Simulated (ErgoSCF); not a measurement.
# BH3 (SMILES [H]B([H])[H]): a chain of runs

We compute a single-point energy (singlet BH3, KT3/pcseg-1), then the energy (doublet BH2, UKT3/pcseg-1), then the energy (doublet H, UKT3/pcseg-1), then a single-point energy (doublet BH2, UKT3/pcseg-1), then a single-point energy (doublet H, UKT3/pcseg-1) of BH3 and its partners. 

The calculation is run with ErgoSCF 3.8.

9 further runs of the same task are left out: 3 that didn't finish, 6 set aside as unsound or not needed.

## (1) The molecule

BH3 has 4 atoms, charge 0, and is taken as a singlet. As SMILES, `[H]B([H])[H]`. The coordinates come from a GFN2-xTB relaxation.

Bond lengths: B1–H2 1.164 Å, B1–H3 1.165 Å, B1–H4 1.165 Å. Angles: H2–B1–H3 120.0°, H2–B1–H4 120.0°, H3–B1–H4 120.0°.

## (2) A single-point energy at KT3/pcseg-1 (run 1)

File job.ego:

```
set_nthreads("env")
molecule_inline
B      0.00011338     0.00005669    -0.00264562
H      2.19939554    -0.05729650     0.02887502
H     -1.04944051     1.93396461    -0.03524339
H     -1.15008732    -1.87672481     0.00901399
EOF
tmpdir = "."
scf.max_number_of_iterations = 150
XC.type = "GC2"
basis = "pcseg-1"
scf.output_mulliken_pop = 1
scf.convergence_threshold = 1e-06
run "KT3"
```

The basis set pcseg-1 is read from a file made from the Basis Set Exchange's data (not shown).

Command:

```console
$ ergo job.ego
```

Log, shortened:

```text
[...]
INDF Weighted mixed functional:
[...]
INSC Energy   1 =         -5.21717086921
[...]
INDE PURIFICATION CONVERGED after 34 iterations
[...]
INDE PURIFICATION CONVERGED after 29 iterations
[...]
INDE PURIFICATION CONVERGED after 27 iterations
[...]
INDE PURIFICATION CONVERGED after 27 iterations
[...]
INDE E(LUMO) - E(HOMO) <=          0.24167593127 =          6.57633714351 eV
[...]
INSC Energy   9 =        -27.08009314193  ( diff     -0.000000000025324 )
[...]
RESC CONVERGED after   9 iterations.
RESC FINAL ENERGY:        -27.08009314193
[...]
INSC SCF: dipole_moment_x [atomic units] =       0.00017208
INSC SCF: dipole_moment_y [atomic units] =       0.00009917
INSC SCF: dipole_moment_z [atomic units] =      -0.00170994
[...]
```

Wall time 2 s (1 thread of Intel Xeon at 2.50GHz (Skylake/Cascade Lake), shared host).

## (3) BH2 (run 2)

File job.ego:

```
# BH2, KT3
set_nthreads("env")
molecule_inline
B  0.00011338 0.00005669 -0.00264562
H  2.19939554 -0.05729650 0.02887502
H  -1.04944051 1.93396461 -0.03524339
EOF
scf.max_number_of_iterations = 150
tmpdir = "."
spin_polarization = 1
basis = "pcseg-1"
scf.convergence_threshold = 1e-06
scf.output_mulliken_pop = 1
XC.type = "GC2"
run "KT3"
```

The basis set pcseg-1 is read from a file made from the Basis Set Exchange's data (not shown).

Command:

```console
$ ergo job.ego
```

Log, shortened:

```text
[...]
INDF Weighted mixed functional:
[...]
INSC Energy   1 =         -6.15625349161
[...]
INDE PURIFICATION CONVERGED after 38 iterations
[...]
INDE PURIFICATION CONVERGED after 36 iterations
[...]
INDE PURIFICATION CONVERGED after 27 iterations
[...]
INDE E(LUMO) - E(HOMO) <=          0.25308060673 =          6.88667417402 eV
[...]
INSC Energy  10 =        -26.40392026388  ( diff     -0.000000000093863 )
[...]
RESC CONVERGED after  10 iterations.
RESC FINAL ENERGY:        -26.40392026388
RESC FINAL <S2> =          0.75133310892
[...]
INSC SCF: dipole_moment_x [atomic units] =       0.07327907
INSC SCF: dipole_moment_y [atomic units] =       0.11943785
INSC SCF: dipole_moment_z [atomic units] =      -0.00006476
[...]
```

Wall time 2.4 s (1 thread of Intel Xeon at 2.50GHz (Skylake/Cascade Lake), shared host).

## (4) The H atom (run 3)

File ergo.in:

```
# H, KT3
set_nthreads("env")
molecule_inline
H   -1.15008732  -1.87672481   0.00901399
EOF
scf.max_number_of_iterations = 150
scf.convergence_threshold = 1e-06
spin_polarization = 1
scf.output_mulliken_pop = 1
tmpdir = "."
basis = "pcseg-1"
XC.type = "GC2"
run "KT3"
```

The basis set pcseg-1 is read from a file made from the Basis Set Exchange's data (not shown).

Run the same way, it converges to -0.50323 Eh (log not shown).

## (5) BH2 among ghost functions, same level (run 4)

File input.ego:

```
set_nthreads("env")
molecule_inline
B  0.00011338 0.00005669 -0.00264562
H  2.19939554 -0.05729650 0.02887502
H  -1.04944051 1.93396461 -0.03524339
EOF
ghost_inline
H     -1.15008732    -1.87672481     0.00901399
EOF
ghost_basis = "pcseg-1"
tmpdir = "."
basis = "pcseg-1"
scf.convergence_threshold = 1e-06
scf.max_number_of_iterations = 150
XC.type = "GC2"
charge = 0
spin_polarization = 1
run "KT3"
```

The basis set pcseg-1 is read from a file made from the Basis Set Exchange's data (not shown).

Command:

```console
$ ergo < input.ego
```

Log, shortened:

```text
[...]
INDF Weighted mixed functional:
[...]
INSC Energy   1 =         -4.52111055572
[...]
INDE PURIFICATION CONVERGED after 35 iterations
[...]
INDE PURIFICATION CONVERGED after 33 iterations
[...]
INDE PURIFICATION CONVERGED after 27 iterations
[...]
INDE E(LUMO) - E(HOMO) <=          0.23537626121 =          6.40491438760 eV
[...]
INSC Energy  10 =        -26.40412321077  ( diff     -0.000000000058698 )
[...]
RESC CONVERGED after  10 iterations.
RESC FINAL ENERGY:        -26.40412321077
RESC FINAL <S2> =          0.75143960376
[...]
INSC SCF: dipole_moment_x [atomic units] =       0.07189685
INSC SCF: dipole_moment_y [atomic units] =       0.11717698
INSC SCF: dipole_moment_z [atomic units] =      -0.00006578
```

The script printed:

```text
Inline main molecule with 3 atoms.
Inline ghost molecule with 1 atoms.
Releasing old simple primitive list
```

Wall time 2.6 s (1 thread of Intel Xeon at 2.50GHz (Skylake/Cascade Lake), shared host).

## (6) H among ghost functions at the same level (run 5)

File ergo.in:

```
set_nthreads("env")
scf.convergence_threshold = 1e-06
tmpdir = "."
XC.type = "GC2"
scf.max_number_of_iterations = 150
basis = "pcseg-1"
spin_polarization = 1
molecule_inline
H   -1.15008732  -1.87672481   0.00901399
EOF
ghost_inline
B  0.00011338 0.00005669 -0.00264562
H  2.19939554 -0.05729650 0.02887502
H  -1.04944051 1.93396461 -0.03524339
EOF
ghost_basis = "pcseg-1"
run "KT3"
```

The basis set pcseg-1 is read from a file made from the Basis Set Exchange's data (not shown).

Run the same way, it converges to -0.50325 Eh (log not shown).

## (7) Results

| quantity | value |
| --- | --- |
| molecule: total energy | -27.08009 Eh |
| molecule: dipole moment | 0.00 D |
| BH2: total energy | -26.40392 Eh |
| BH2: dipole moment | 0.36 D |
| BH2: ⟨S²⟩ | 0.751 |
| H atom: total energy | -0.50323 Eh |
| H atom: dipole moment | 0.00 D |
| H atom: ⟨S²⟩ | 0.750 |
| BH2 among ghost functions: total energy | -26.40412 Eh |
| BH2 among ghost functions: dipole moment | 0.35 D |
| BH2 among ghost functions: ⟨S²⟩ | 0.751 |
| H among ghost functions: total energy | -0.50325 Eh |
| H among ghost functions: dipole moment | 0.00 D |
| H among ghost functions: ⟨S²⟩ | 0.750 |
| interaction energy of the rigid parts BH2 and H (parts in their own basis; closest atoms 1.16 Å apart) | -4.706 eV |
| interaction energy of the rigid parts BH2 and H (parts in the whole basis, counterpoise; closest atoms 1.16 Å apart) | -4.700 eV |

What this shows: The interaction energy of the rigid parts BH2 and H (parts in their own basis; closest atoms 1.16 Å apart) is −4.71 eV (−109 kcal/mol): the parts attract. Without counterpoise this holds the superposition error of the basis. The interaction energy of the rigid parts BH2 and H (parts in the whole basis, counterpoise; closest atoms 1.16 Å apart) is −4.70 eV (−453 kJ/mol): the parts attract. The basis-set superposition error is 0.6 kJ/mol.
